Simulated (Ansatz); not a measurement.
Set up this calculation in Ansatz 0.2.0, as the native input.

```yaml
Task: relaxation of cell and atoms
Functional: PBE
Potentials_or_basis: Ansatz PAW
Cutoff: "420 eV (not typed: the program's choice for these potentials)"
k_mesh: 4 × 4 × 3
Occupations: fermi-dirac, width 0.05 eV
Spin: collinear spin, ferromagnetic start
Starting_moments: "[0.0, 0.0, 0.0, 0.0, 4.0, 4.0, 1.0, 1.0, 0.0, 0.0, 0.0, 0.0, 0.0, 0.0, 0.0, 0.0, 0.0, 0.0, 0.0, 0.0] μB"
Target_pressure: 10 GPa
Target_pressure_GPa: 10
```

NaLaMnMoO6:

```xyz
20
Lattice="5.5573 0.0000 0.0000 0.0000 5.5979 0.0000 -0.0621 0.0000 8.0246" Properties=species:S:1:pos:R:3 pbc="T T T"
Na    4.1374    2.8870    4.0062
Na    1.3578    0.0880    4.0184
La    1.3670    5.3682    8.0196
La    4.1282    2.5692    0.0051
Mn    1.3605    2.7297    2.0549
Mn    4.1347    5.5286    5.9698
Mo    4.1822    5.5792    2.1739
Mo    1.3130    2.7803    5.8508
O     3.7116    5.4765    3.9370
O     0.1718    4.5353    2.2249
O     5.1705    1.6184    2.2490
O     2.6450    1.1737    1.5987
O     3.0127    4.1180    1.6113
O     4.6099    0.1018    0.0315
O     1.7837    2.6775    4.0877
O     5.3234    1.7363    5.7997
O     0.3247    4.4173    5.7756
O     2.8502    3.9726    6.4260
O     2.4825    1.3190    6.4134
O     0.8853    2.9007    7.9932
```

The cell was built by a generator and needn't be a form met in nature.

One way to write it, as run:

input.yaml

```yaml
crystal:
  lattice:
    - [5.55735, 0.0, 0.0]
    - [0.0, 5.59794, 0.0]
    - [-0.06214, 0.0, 8.02462]
  atoms:
    - { symbol: Na, position: [0.75008, 0.51572, 0.49924] }
    - { symbol: Na, position: [0.24992, 0.01572, 0.50076] }
    - { symbol: La, position: [0.25715, 0.95896, 0.99937] }
    - { symbol: La, position: [0.74285, 0.45896, 0.00063] }
    - { symbol: Mn, position: [0.24767, 0.48762, 0.25607], spin: 4.0 }
    - { symbol: Mn, position: [0.75233, 0.98762, 0.74393], spin: 4.0 }
    - { symbol: Mo, position: [0.75559, 0.99666, 0.2709], spin: 1.0 }
    - { symbol: Mo, position: [0.24441, 0.49666, 0.7291], spin: 1.0 }
    - { symbol: O, position: [0.67335, 0.9783, 0.49061] }
    - { symbol: O, position: [0.03402, 0.81017, 0.27726] }
    - { symbol: O, position: [0.93353, 0.2891, 0.28026] }
    - { symbol: O, position: [0.47817, 0.20966, 0.19922] }
    - { symbol: O, position: [0.54435, 0.73563, 0.20079] }
    - { symbol: O, position: [0.82956, 0.01818, 0.00392] }
    - { symbol: O, position: [0.32665, 0.4783, 0.50939] }
    - { symbol: O, position: [0.96598, 0.31017, 0.72274] }
    - { symbol: O, position: [0.06647, 0.7891, 0.71974] }
    - { symbol: O, position: [0.52183, 0.70966, 0.80078] }
    - { symbol: O, position: [0.45565, 0.23563, 0.79921] }
    - { symbol: O, position: [0.17044, 0.51818, 0.99608] }
hamiltonian:
  xc: pbe
  pseudopotentials: { kind: paw }
magnetization:
  spin_polarized: true
kpoints:
  mp_grid: { grid: [4, 4, 3] }
scf:
  occupations: { method: fermi_dirac, width: 0.05 }
output:
  forces: true
  stress: true
  eigenvalues: true
relax:
  f_tol: 0.01
  max_steps: 40
  cell: { stress_tol: 0.05, p_target: 10.0 }
```

Potentials or basis: Ansatz PAW.

The run is started by

```bash
$ ansatz run input.yaml --threads 8 --pin off --max-ram 20480MiB --backend cpu --events-out ev --progress --plain --runs-dir out
```

Results of the run:

- Relaxed volume: 11.01 Å³/atom
- Relaxed cell: a = 5.395 Å, b = 5.373 Å, c = 7.597 Å, α = 90.00°, β = 90.08°, γ = 90.00°
- Space group after relaxing (to 0.05 Å): P2_1 (No. 4)
- Energy change on relaxing (the enthalpy is what falls): +40.1 meV/atom
- Ionic steps: 25
- Pressure after relaxing: 10.0 GPa
- Largest force after relaxing: 0.007 eV/Å
- Band gap on the k mesh: none (metal or under the smearing width)
- Net moment: 2.70 μB per cell
- Absolute moment: 6.12 μB per cell
- Site moments: Na +0.00; La -0.01; Mn +1.73; Mo -0.39; O +0.04, +0.02, +0.00, -0.00 μB

Caveat: the plane-wave basis is chosen anew once the cell has moved, so the energies of steps on either side of that aren't comparable; the pressure holds a Pulay correction of +0.6 GPa for the finite cutoff; semilocal functionals often make such compounds metallic where correlation or magnetic order opens a gap, which also shifts bond lengths; only a ferromagnetic start was run, and an antiferromagnetic order may lie lower in energy; the starting moments weren't kept.

Run time: 15 min on 8 threads of Arm Neoverse V2 (shared host), peak memory 2.4 GiB.
